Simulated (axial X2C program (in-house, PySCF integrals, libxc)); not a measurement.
# A two-component session on SbP⁺: properties at the nuclei

Wanted for SbP⁺: properties at the nuclei, at the two-component level.

Computed with an in-house X2C program for linear molecules on PySCF integrals. Level: two-component X2C with atomic mean-field terms, Sb dyall-cv3z, P dyall-v3z.

All values are calculated.

1 further run of the same task is left out (it didn't finish).

**1. Set-up**

File task.json:

```json
{"zs": [51, 15], "q": 1, "bas": ["dyall-cv3z", "dyall-v3z"], "r0": 2.35, "levels": ["PBE0", "HF", "PBE", "r2SCAN", "BHandHLYP"], "nst": 3}
```

Keys: zs atomic numbers; q charge; bas basis sets; r0 starting distance in Å; levels methods (HF also brings MP2); nst determinants followed.

On the command line:

```sh
python soeom.py task.json out
```

After this run come: Expectation values, lowest determinant; Expectation values, a higher determinant.

What does the calculation give? Wanted: lowest determinant; Eeff magnitude; Ws magnitude Sb; A∥/gI Sb; qzz Sb; higher determinant (for each run or level that gives them).

The runs gave:

| quantity | value |
| --- | --- |
| lowest determinant | Ω = 3/2 (excess of +ω over −ω: ω = 3/2) |
| Eeff magnitude (GV/cm), PBE0 | 0.643 |
| Ws magnitude Sb (kHz), PBE0 | 0.191 |
| A∥/gI Sb (MHz), PBE0 | 452 |
| qzz Sb (a.u.), PBE0 | -7.16 |
| higher determinant | Ω = 1/2 (excess of +ω over −ω: 2 × ω = -1/2, ω = 3/2) |
| Eeff magnitude (GV/cm), PBE0, higher determinant | 1.77 |
| Ws magnitude Sb (kHz), PBE0, higher determinant | 2.28 |
| A∥/gI Sb (MHz), PBE0, higher determinant | -3230 |
| qzz Sb (a.u.), PBE0, higher determinant | -6.16 |

What this shows: In the first state, the effective field runs from 0.428 to 0.913 GV/cm over the mean-field levels, so the levels don't agree on it. The expectation values come from single determinants, which for open shells can mix terms of unlike spin or miss the lowest Ω, so a determinant need not be a state. Eeff is the effective electric field on the electron dipole moment in this Ω state and Ws the scalar–pseudoscalar constant (defined with the proton number Z and per Ω); A∥ is the parallel hyperfine constant, which follows by multiplying with the nuclear g factor gI = μI/(I μN); qzz is the electric field gradient, eQq0 = 234.96 MHz × Q/barn × qzz. The operators were transformed with the bare-nucleus X2C matrices.
